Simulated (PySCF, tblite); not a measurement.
# C₂H₅GeO radical: geometry, infrared bands and EPR parameters

Aim: predict the infrared bands and EPR parameters of C₂H₅GeO radical (`C[C](=O)[GeH2]`).

Programs: tblite 0.8.0 and PySCF 2.14.0, with density-fitted response routines of our own. Each step states its level of theory. These are calculated values for one molecule in the gas phase, unless marked as measured. Atoms are numbered from 0 throughout.

### Step 1. Starting geometry

9 atoms, charge 0, multiplicity 2; geometry from: force field or distance geometry start.

Bonds of the start (Å): C0–C1 1.50, C1–O2 1.22, C1–Ge3 1.92, C0–H4 1.12, C0–H5 1.10, C0–H6 1.09, Ge3–H7 1.57, Ge3–H8 1.58.

### Step 2. Geometry optimisation with GFN2-xTB

What the job is given:

```
{"job": {"kind": "relax", "xc": "GFN2-xTB", "basis": "xTB"}, "charge": 0, "multiplicity": 2}
C     -1.146100    -0.073800     0.184800
C     -0.014000     0.705000    -0.417500
O     -0.158200     1.829700    -0.858800
Ge     1.714200    -0.138200    -0.441000
H     -1.805200     0.590500     0.799400
H     -0.689400    -0.807900     0.870100
H     -1.655200    -0.552500    -0.654300
H      2.331600     0.143800     0.970200
H      1.435800    -1.690700    -0.478100
```

Command:

```console
OMP_NUM_THREADS=1 python probes_run.py task.json out
```

This one command runs all jobs of the session in turn.

**Question.** This job is followed by: GFN2-xTB harmonic vibrations, gas phase; UKS B3LYP, def2-TZVP-core on Ge, pcH-1 on C H O, non-relativistic, mean-field spin-orbit, GIAO. Predict these results of the whole session: strongest single infrared mode (GFN2-xTB); zero-point energy (GFN2-xTB); g(iso) (B3LYP); ⟨S²⟩; largest a(iso) (averaged by class); potential on the surface of density 0.002 e/bohr³, 1st and 99th percentile.

The runs gave:

| quantity | value |
| --- | --- |
| strongest single infrared mode (GFN2-xTB) | 1768 cm⁻¹, 672 km/mol |
| zero-point energy (GFN2-xTB) | 35.3 kcal/mol |
| g(iso) (B3LYP) | 2.01199 |
| ⟨S²⟩ | 0.758 (exact 0.75) |
| largest a(iso) (averaged by class) | 73Ge on Ge3, -153.9 MHz |
| potential on the surface of density 0.002 e/bohr³, 1st and 99th percentile | -1.30 V and 1.23 V |

The optimisation took 115 steps and gained 0.356 eV; among the close pairs (by a distance rule), C1–Ge3 changed most, from 1.923 to 2.047 Å. The lowest mode is imaginary (25i cm⁻¹), so the xTB geometry is not a minimum: the zero-point energy counts the real modes alone, and all values at this geometry belong to a saddle point. The strongest single mode, at 1768 cm⁻¹, moves mainly C1 and O2. Unscaled tight-binding wavenumbers are off by several per cent, some by more. Its intensities can rank the bands wrongly. Most of the unpaired spin sits on Ge3 (0.71 e). The isotropic g lies 9.7 ppt above the free-electron value. The hyperfine terms hold no scalar relativity, which the heavier nuclei need.
